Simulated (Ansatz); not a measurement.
**ZrSiH₃ (quartet): the correlation ladder, def2-SVP**

One table from this session's results is given with a row withheld; the runs are named, their logs left out.

The runs use Ansatz 0.2.0, Gaussian basis; def2-SVP, core rule «outside noble gas», up to 9 orbitals frozen.

Plan: UHF; CCSD(T) on ROHF; CCSD(T) on UHF; CISD as a restricted active space (open shells left free, so some higher excitations enter); CCSDT(Q) on ROHF; CCSDT(Q) on UHF.

27 further runs of the same task are left out: 9 that didn't finish, 18 set aside as unsound or not needed. Runs told in other sessions of the task aren't counted.

**What is computed**

The geometry is a PBE0/def2-TZVP stationary point (not a proven minimum) of the parent state, kept for this charge and spin. No spin-orbit coupling is included. Elements past krypton take def2 core potentials.

5 atoms, charge 0, spin multiplicity 4.

Atoms are counted from 1 here; the program's logs count them from 0.

Bond lengths: Zr1–Si2 2.786 Å, Si2–H3 1.492 Å, Si2–H4 1.492 Å, Si2–H5 1.492 Å. Angles: Zr1–Si2–H3 106.6°, Zr1–Si2–H4 109.0°, Zr1–Si2–H5 109.0°, H3–Si2–H4 110.8°, H3–Si2–H5 110.8°, H4–Si2–H5 110.7°.

The first run:

Input file in.yaml:

```yaml
crystal:
  periodic: [false, false, false]
  atoms:
    - {symbol: Zr, position_ang: [0.000000, 0.000275, 0.719937]}
    - {symbol: Si, position_ang: [0.000000, 0.000386, -2.065923]}
    - {symbol: H, position_ang: [0.000029, -1.430191, -2.491203]}
    - {symbol: H, position_ang: [1.227362, 0.697273, -2.550771]}
    - {symbol: H, position_ang: [-1.227389, 0.697224, -2.550771]}
basis:
  gaussian: {orbitals: def2-SVP}
magnetization: {spin_polarized: true, initial_magnetization: 3}
hamiltonian: {xc: hf}
output: {orbitals: {seedname: orbitals}}
```

Launch:

```sh
$ ansatz run in.yaml --threads 1 --pin off --events-out ev --progress --plain --max-ram 2393MiB
```

Steps of the session up to this table: UHF; CCSD(T) on ROHF; CCSD(T) on UHF; CISD as a restricted active space (open shells left free, so some higher excitations enter); CCSDT(Q) on ROHF; CCSDT(Q) on UHF.

One of the session's tables, all rows but one given; the rest of the session is left out.

| method | from RCCSDT(Q) (kJ/mol) |
| --- | --- |
| ROHF | +478.7 |
| UHF | +468.0 |
| RMP2 | +109.8 |
| UMP2 | +100.9 |
| CISD | +52.9 |
| RCCSD | ? |
| UCCSD | +9.9 |
| RCCSD(T) | +4.5 |
| UCCSD(T) | -3.3 |
| RCCSDT | +0.7 |
| UCCSDT | -6.9 |
| RCCSDT(Q) | 0 |
| UCCSDT(Q) | -7.6 |

Q: Estimate the row for RCCSD from the others.

**Answer.** from RCCSDT(Q) (kJ/mol): +17.9. In the column «from RCCSDT(Q) (kJ/mol)» it lies between UCCSD (+9.9) and CISD (+52.9).

To keep in mind: Restricted and unrestricted rows rest on different reference determinants; a gap between their highest levels can come from leftover correlation error, from unlike frozen cores or from another state.
